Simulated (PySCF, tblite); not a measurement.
# C₆H₁₀B radical: geometry, infrared bands and EPR parameters

Aim: predict the infrared bands and EPR parameters of C₆H₁₀B radical (`[CH2][C@H]1C=C(C)BC1`).

Computed with tblite 0.8.0 and PySCF 2.14.0, with density-fitted response routines of our own, on a single molecule in the gas phase. Atoms count from 0, in the outputs and in this text.

**1. The molecule as given**

17 atoms, charge 0, multiplicity 2; geometry from: force field or distance geometry start.

Bonds of the start (Å): C0–C1 1.52, C1–C2 1.52, C2–C3 1.31, C3–C4 1.50, C3–B5 1.55, B5–C6 1.58, C6–C1 1.55, C0–H7 1.11, C0–H8 1.11, C1–H9 1.10, C2–H10 1.08, C4–H11 1.11, C4–H12 1.11, C4–H13 1.12, B5–H14 1.17, C6–H15 1.13, C6–H16 1.10.

**2. Relaxing the molecule with GFN2-xTB**

What the job is given:

```
{"job": {"kind": "relax", "xc": "GFN2-xTB", "basis": "xTB"}, "charge": 0, "multiplicity": 2}
C     -1.953700     1.364300     0.519700
C     -1.118500     0.539900    -0.447200
C      0.357300     0.822000    -0.218300
C      1.070500    -0.232100     0.094500
C      2.556500    -0.237700     0.292900
B      0.160500    -1.484500     0.126200
C     -1.295500    -0.976800    -0.199400
H     -3.033600     1.146200     0.377500
H     -1.791000     2.448100     0.344700
H     -1.387600     0.788100    -1.481800
H      0.776400     1.812700    -0.349900
H      2.863400    -1.090600     0.929400
H      2.878300     0.710200     0.780100
H      3.056600    -0.329400    -0.706400
H      0.494300    -2.585600     0.357800
H     -1.967000    -1.201300     0.676600
H     -1.673800    -1.481500    -1.106400
```

Started as:

```
$ OMP_NUM_THREADS=1 python probes_run.py task.json out
```

This one command runs all jobs of the session in turn.

**Question.** This job is followed by: GFN2-xTB harmonic vibrations, gas phase; UKS B3LYP, pcH-1 on B C H, non-relativistic, mean-field spin-orbit, GIAO. Predict these results of the whole session: strongest single infrared mode (GFN2-xTB); zero-point energy (GFN2-xTB); g(iso) (B3LYP); ⟨S²⟩; largest a(iso) (averaged by class); surface potential, 1st and 99th percentile.

**Answer**, as computed:

```
                                 quantity                  value
strongest single infrared mode (GFN2-xTB)  2664 cm⁻¹, 165 km/mol
             zero-point energy (GFN2-xTB)          86.6 kcal/mol
                           g(iso) (B3LYP)                2.00255
                                     ⟨S²⟩     0.754 (exact 0.75)
       largest a(iso) (averaged by class)    13C on C0, 88.3 MHz
    surface potential, 1st and 99th percentile     -0.36 V and 0.76 V
```

In words: Over 122 steps the energy fell by 0.535 eV; of the close pairs, C0–C1 changed most, 1.521 to 1.470 Å. The lowest mode is imaginary (50i cm⁻¹), so the xTB geometry is not a minimum. The strongest single mode, at 2664 cm⁻¹, moves mainly H14. GFN2-xTB is a fitted tight-binding method: band positions and strengths are rough. Its intensities can rank the bands wrongly. C0 carries the largest spin population, 1.07 e. The isotropic g lies 0.2 ppt above the free-electron value.
